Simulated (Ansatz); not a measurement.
# Ga3AsP2: the band gap up the ladder of functionals

An exercise on one series of results from a longer session: the logs are not shown, and one member is left open.

Code: Ansatz 0.2.0. PAW datasets, plane waves. Values at 0 K without nuclear motion; spin polarisation is off, and the phase may be a hypothetical one.

### The system as given

The cell was relaxed beforehand with r2SCAN.

It is orthorhombic, Imm2 (No. 44); a = 3.904 Å, b = 11.712 Å, c = 5.522 Å in the conventional setting, 21.04 Å³ an atom. Around P lie 4 Ga at 2.36–2.37 Å; around Ga lie 3 P at 2.36–2.37 Å and 1 As at 2.45 Å; around As lie 4 Ga at 2.43–2.45 Å; around Ga lie 2 P at 2.36 Å and 2 As at 2.43 Å.

As a file:

```cif
data_structure
_symmetry_space_group_name_H-M 'Imm2'
_symmetry_Int_Tables_number 44
_cell_length_a 3.9040
_cell_length_b 11.7125
_cell_length_c 5.5215
_cell_angle_alpha 90.000
_cell_angle_beta 90.000
_cell_angle_gamma 90.000
_cell_volume 252.48
loop_
_atom_site_label
_atom_site_type_symbol
_atom_site_symmetry_multiplicity
_atom_site_Wyckoff_symbol
_atom_site_fract_x
_atom_site_fract_y
_atom_site_fract_z
_atom_site_occupancy
P1 P 4 d 0.00000 0.33259 0.00032 1
Ga1 Ga 4 d 0.50000 0.32898 0.24440 1
As1 As 2 a 0.00000 0.00000 0.99922 1
Ga2 Ga 2 b 0.50000 0.00000 0.26134 1
```

Set-up of the first run:

Input file input.yaml:

```yaml
crystal:
  lattice:
    - [-1.9520172128, 5.8562300915, 2.7607697518]
    - [1.9520172128, -5.8562300915, 2.7607697518]
    - [1.9520172128, 5.8562300915, -2.7607697518]
  atoms:
    - { symbol: P, position: [0.3329121609, 0.0003232397, 0.3325889212] }
    - { symbol: Ga, position: [0.5733770216, 0.7443968153, 0.8289802063] }
    - { symbol: P, position: [0.6677343185, 0.0003232397, 0.6674110788] }
    - { symbol: Ga, position: [0.915416609, 0.7443968153, 0.1710197937] }
    - { symbol: As, position: [-0.0007820714, -0.0007820714, 0.0] }
    - { symbol: Ga, position: [0.2613419616, 0.7613419616, 0.5] }
kpoints:
  mp_grid: { grid: [8, 8, 8] }
  band_path:
    path:
      - [[0.0, 0.0, 0.0], [0.5, -0.5, 0.5], [0.2777760848938, -0.2777760848938, 0.7222239151062]]
      - [[-0.2777760848938, 0.2777760848938, 0.2777760848938], [0.0, 0.0, 0.0], [0.3055602410109, 0.3055602410109, -0.3055602410109]]
      - [[0.6944397589891, -0.3055602410109, 0.3055602410109], [0.5, -0.5, 0.5]]
      - [[0.0, 0.0, 0.0], [5.119435428989e-17, 0.5, 1.948463863153e-17], [0.25, 0.25, 0.25], [0.5, -1.389457379884e-16, 3.292724860628e-17], [0.0, 0.0, 0.0], [6.008415400425e-17, -3.232857838862e-17, 0.5], [0.25, 0.25, 0.25]]
    npoints: 10
hamiltonian:
  xc: pbe
scf:
  occupations: { method: fermi_dirac, width: 0.02 }
  n_extra_bands: 5
output:
  forces: true
  stress: true
  eigenvalues: true
  write_density: true
  write_potential: true
  elf: true
  volumetric_format: npy
```

Command:

```sh
$ ansatz run input.yaml --threads 4 --pin off --max-ram 6451MiB --backend cpu --events-out ev --progress --plain --runs-dir out
```

Among the steps run: Band structure with PBE; Single point with r2SCAN; HSE06 at the same geometry; PBE+SOC; PBE0.

One table of the session follows, with a row left open; its other results are not shown here.

```
  level  gap (eV)
    PBE      1.31
 r2SCAN         ?
  HSE06      2.15
PBE+SOC      1.27
   PBE0      2.82
```

**Question.** Estimate the row for r2SCAN.

As computed: gap (eV): 1.75. In the column «gap (eV)» it lies between PBE (1.31) and HSE06 (2.15).

Meshes: PBE 8×8×8, r2SCAN 8×8×8, HSE06 4×4×4, PBE+SOC 8×8×8, PBE0 4×4×4

Against HSE06, PBE is short by 0.84 eV, at 61 % of it, and r2SCAN 81 %. PBE0 lies 0.66 eV above HSE06, which differs from it by screening the long-range exchange. The levels disagree on whether the gap is direct.

Limits of these values: Warnings in the runs' records: stress scf threshold loose, stress exchange threshold loose.
